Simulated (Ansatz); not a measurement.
# Pt, space group P6_3/mmc: a test of the smearing width

With Ansatz 0.2.0 through its Python package.

Run as a notebook:

In [1]:
```python
from dataclasses import dataclass

import ansatz as az
import pandas as pd
```

In [2]:
```python
@dataclass(frozen=True)
class Settings:
    mesh: tuple[int, ...] = (12, 12, 6)
    xc: str = "pbesol"
```

In [3]:
```python
settings = Settings()
```

In [4]:
```python
pt = (
    az.Lattice.from_parameters(2.760666, 2.760666, 4.792134, alpha=90, beta=90, gamma=120)
    .space_group(194)
    .atom("Pt", (2 / 3, 1 / 3, 0.75))
)
```

In [5]:
```python
pt.resolved().sites[-1]
```
Out [5]:
```text
Site(symbol='Pt', position=(0.3333333333333333, 0.6666666666666666, 0.25), moment=None, axis=None, held=None, saved=None)
```

In [6]:
```python
setup = (
    pt.calculation()
    .kpoints(*settings.mesh)  # sampling of the Brillouin zone
    .functional(settings.xc)
)
```

In [7]:
```python
rows = []
for value in [0.25, 0.15, 0.1, 0.05, 0.025]:
    report = setup.occupations("gaussian", width=value).run().report
    rows.append((value, report["free_energy_ev"] / len(report["lattice"]["sites"]), report["n_iterations"], report["n_kpoints"]))

table = pd.DataFrame(rows, columns=["width (eV)", "F/atom (eV)", "iterations", "k-points"])
table.round(5)
```
```text
DeckWarning: basis.ecutwfc = 420 eV, auto-derived from the records' recommended cutoffs: set by Pt (normal level)
```
Out [7]:
```text
   width (eV)  F/atom (eV)  iterations  k-points
0       0.250 -12383.76173           6        76
1       0.150 -12383.74146           6        76
2       0.100 -12383.73438           6        76
3       0.050 -12383.72992           6        76
4       0.025 -12383.72877           6        76
```

In [8]:
```python
# the last row is the reference
for row in rows[:-1]:
    shift = 1000 * (row[1] - rows[-1][1])
    print(f"{row[0]}: {shift:+.2f} meV/atom" + ("  (within 2 meV)" if abs(shift) < 2 else ""))
```
```text
0.25: -32.95 meV/atom
0.15: -12.68 meV/atom
0.1: -5.60 meV/atom
0.05: -1.15 meV/atom  (within 2 meV)
```

Going from 0.025 to 0.25 eV changes F by -33.0 meV an atom. With this scheme F falls roughly as the square of the width; the report's estimate for zero width (energy_sigma0_ev) moves by only -3.7 meV.

Caveats:
- For a metal this k-point mesh is coarse: on a finer one energies can move by several to tens of meV an atom and pressures by half a GPa or more, differences at one mesh by less.
- The free energy holds a sizeable smearing term, which stands for no physical temperature.
- The narrowest width needs the finest mesh, so the last row is no converged reference.
- Spin-orbit coupling, which matters for elements this heavy, is left out.
- This isn't the structure that Pt takes at ambient conditions.
- Warnings are shown shortened and without file and line.
- It ran for 7.7 s on 1 thread of Arm Neoverse V2, on a shared host, peak memory 0.41 GiB.
